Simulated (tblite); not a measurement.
# C7H11NSi2: the cost of one run

The runs use tblite 0.8.0 and PySCF 2.14.0, with density-fitted response routines of our own; the level of theory stands in each step. All values are computed, except where a source is named. Atoms count from 0, in the outputs and in this text.

### 1 The starting structure

21 atoms, charge 0, multiplicity 1; geometry from: force field or distance geometry start.

Bonds of the start (Å): C0–C1 1.27, C1–C2 1.45, C2–N3 1.46, N3–C4 1.35, C4–C5 1.38, C5–C6 1.38, C6–C7 1.37, C2–Si8 1.88, Si8–Si9 2.28, Si9–C0 1.83, C7–N3 1.35, C0–H10 1.12, C1–H11 1.15, C2–H12 1.11, C4–H13 1.07, C5–H14 1.09, C6–H15 1.08, C7–H16 1.10, Si8–H17 1.44, Si8–H18 1.46, Si9–H19 1.44, Si9–H20 1.47.

### 2 Geometry optimisation with GFN2-xTB

What the job is given:

```
{"job": {"kind": "relax", "xc": "GFN2-xTB", "basis": "xTB"}, "charge": 0, "multiplicity": 1}
C     -2.111200     0.280000     1.355200
C     -0.977100    -0.290600     1.256100
C     -0.438200    -0.753900    -0.005300
N      0.989300    -0.451700    -0.045700
C      2.010100    -1.320800    -0.190300
C      3.145900    -0.538000    -0.150400
C      2.821400     0.791300     0.038300
C      1.449400     0.809900     0.112600
Si    -1.188400     0.236500    -1.411100
Si    -3.087500     0.517900    -0.179700
H     -2.539500     0.636300     2.330700
H     -0.353100    -0.458700     2.208800
H     -0.578400    -1.843200    -0.169200
H      1.984600    -2.376100    -0.338100
H      4.187600    -0.850100    -0.236400
H      3.464300     1.655200     0.138300
H      0.812700     1.697000     0.257900
H     -0.525100     1.482900    -1.683400
H     -1.438400    -0.602200    -2.577100
H     -4.068700    -0.505700    -0.448700
H     -3.568900     1.901000    -0.263000
```

Launch:

```console
$ OMP_NUM_THREADS=1 python probes_run.py task.json out
```

One launch serves the whole session: the jobs run in the order shown.

**Question.** How long does this first job take on 1 thread of Arm Neoverse V2, shared host, and how much memory does it need?

About 1.1 s, with a peak of 0.18 GiB.
